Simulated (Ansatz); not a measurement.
# Rb2NiO2: the cost of one run

Method: DFT PBEsol+U (U = 5 eV, J = 0.9 eV on Ni d), plane waves, PAW, in Ansatz 0.2.0.

### 1 Starting point

It takes space group I4/mmm (No. 139, tetragonal). Conventional cell: a = 4.166 Å, b = 4.166 Å, c = 13.146 Å, α = 90.00°, β = 90.00°, γ = 90.00°. Rb (site symmetry 4mm) is surrounded by 5 O at 2.86 to 2.97 Å. Around Ni (site symmetry 4/mmm) lie 2 O at 1.67 Å. O (site symmetry 4mm) has 1 Ni at 1.67 Å as nearest neighbours.

As a file:

```cif
data_structure
_symmetry_space_group_name_H-M 'P 1'
_symmetry_Int_Tables_number 1
_cell_length_a 7.2029
_cell_length_b 7.2029
_cell_length_c 7.2029
_cell_angle_alpha 146.381
_cell_angle_beta 146.381
_cell_angle_gamma 48.281
_cell_volume 114.08
loop_
_atom_site_label
_atom_site_type_symbol
_atom_site_fract_x
_atom_site_fract_y
_atom_site_fract_z
_atom_site_occupancy
Rb1 Rb 0.34510 0.34510 0.00000 1
Rb2 Rb 0.65490 0.65490 0.00000 1
Ni1 Ni 0.00000 0.00000 0.00000 1
O1 O 0.12730 0.12730 0.00000 1
O2 O 0.87270 0.87270 0.00000 1
```

Magnetic order typed: ferromagnetic.

### 2 From atoms, symmetry kept, no search

input.yaml

```yaml
crystal:
  lattice:
    - [-2.08300019, 2.08300019, 6.57300058]
    - [2.08300019, -2.08300019, 6.57300058]
    - [2.08300019, 2.08300019, -6.57300058]
  atoms:
    - { symbol: Rb, position: [0.3451, 0.3451, 0.0] }
    - { symbol: Rb, position: [0.6549, 0.6549, 0.0] }
    - { symbol: Ni, position: [0.0, 0.0, 0.0], spin: 2.0 }
    - { symbol: O, position: [0.1273, 0.1273, 0.0] }
    - { symbol: O, position: [0.8727, 0.8727, 0.0] }
basis:
  ecutwfc: 420
  ecutrho_ratio: 4
kpoints:
  mp_grid: { grid: [6, 6, 6] }
hamiltonian:
  xc: pbesol
  hubbard: { sites: [{ site: 2, l: d, u: 5.0, j: 0.9 }] }
scf:
  occupations: { method: gaussian, width: 0.05 }
  lower_state_search: "off"
  max_iter: 150
output:
  forces: true
  stress: true
  eigenvalues: true
  populations: true
  hubbard: { sites: [{ site: 2, l: d }] }
magnetization:
  spin_polarized: true
```

Started as:

```console
ansatz run input.yaml --threads 4 --pin off --max-ram 6144MiB --backend cpu --events-out ev --progress --plain --runs-dir out
```

Q: Estimate wall time and peak memory on 4 threads of Arm Neoverse V2, shared host.

About 7.8 s, with a peak of 0.59 GiB.
